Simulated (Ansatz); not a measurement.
Runs of Ansatz 0.2.0 on LiMo. It takes space group P-6m2 (No. 187, hexagonal). The conventional cell has a = 2.673 Å, b = 2.673 Å, c = 5.005 Å, α = 90.00°, β = 90.00°, γ = 120.00°. Li (site symmetry -6m2) has 6 Li at 2.67 Å and 6 Mo at 2.94 Å as nearest neighbours. Mo (site symmetry -6m2) is surrounded by 6 Mo at 2.67 Å and 6 Li at 2.94 Å. The cell was built by a generator and needn't be a form met in nature.

```csv
level,cutoff (eV),gap on the mesh (eV),pressure (GPa)
revPBE,420,none,2.7
RPBE,420,none,(b)
PBEsol,420,none,-2.5
LDA,420,none,-5.6
BLYP,420,none,(a)
r2SCAN,500,none,-0.1
```

Alike in all rows: task band structure; potentials or basis Ansatz PAW; no spin polarisation; cell as given; k mesh 11 × 11 × 6; smearing fermi-dirac 0.05 eV.

**Question.** Fill in the values left out.

**Answer.** (a) 4.4; (b) 3.2.

Caveats: the PAW data sets come from PBE, with cores solved anew for the run's functional, which leaves a small shift of forces and pressure.

A k mesh can miss the band edges, and the runs leave out spin-orbit coupling on Mo.

A gap of «none» marks a metal or a gap under the smearing width.

Runs at the PBE level aren't shown here.
